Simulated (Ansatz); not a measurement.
# Al: the cost of one run

Program: Ansatz 0.2.0. Level of theory: DFT PBEsol, scalar-relativistic, plane waves, PAW. These are calculated values, not measurements.

### Step 1. The system as given

It takes space group Fd-3m (No. 227, cubic). The conventional cell has a = 5.320 Å, b = 5.320 Å, c = 5.320 Å, α = 90.00°, β = 90.00°, γ = 90.00°. Around Al (site symmetry -43m) lie 4 Al at 2.30 Å.

Coordinates:

```cif
data_structure
_symmetry_space_group_name_H-M 'Fd-3m:1'
_symmetry_Int_Tables_number 227
_cell_length_a 5.3197
_cell_length_b 5.3197
_cell_length_c 5.3197
_cell_angle_alpha 90.000
_cell_angle_beta 90.000
_cell_angle_gamma 90.000
_cell_volume 150.55
loop_
_atom_site_label
_atom_site_type_symbol
_atom_site_symmetry_multiplicity
_atom_site_Wyckoff_symbol
_atom_site_fract_x
_atom_site_fract_y
_atom_site_fract_z
_atom_site_occupancy
Al1 Al 8 a 0.50000 0.00000 0.50000 1
```

This is candidate A: diamond type (Fd-3m, No. 227).

(A quick probe on a coarse mesh, which set the mesh and smearing, is not shown.)

### Step 3. A loose first relaxation (candidate A)

File input.yaml:

```yaml
crystal:
  lattice:
    - [0.0, 2.6598623323, 2.6598623323]
    - [2.6598623323, 0.0, 2.6598623323]
    - [2.6598623323, 2.6598623323, 0.0]
  atoms:
    - { symbol: Al, position: [0.5, 0.5, 0.5] }
    - { symbol: Al, position: [0.75, 0.75, 0.75] }
basis:
  ecutwfc: 420
kpoints:
  mp_grid: { grid: [6, 6, 6] }
hamiltonian:
  xc: pbesol
scf:
  occupations: { method: gaussian, width: 0.1 }
  lower_state_search: "off"
output:
  forces: true
  stress: true
  eigenvalues: true
relax:
  adjacent_minimum: "off"
  f_tol: 0.04
  max_steps: 70
  cell: { stress_tol: 0.4 }
```

What time and memory should one allow on 1 thread of an x86-64 CPU, shared host?

About 2.1 s, with a peak of 0.31 GiB.
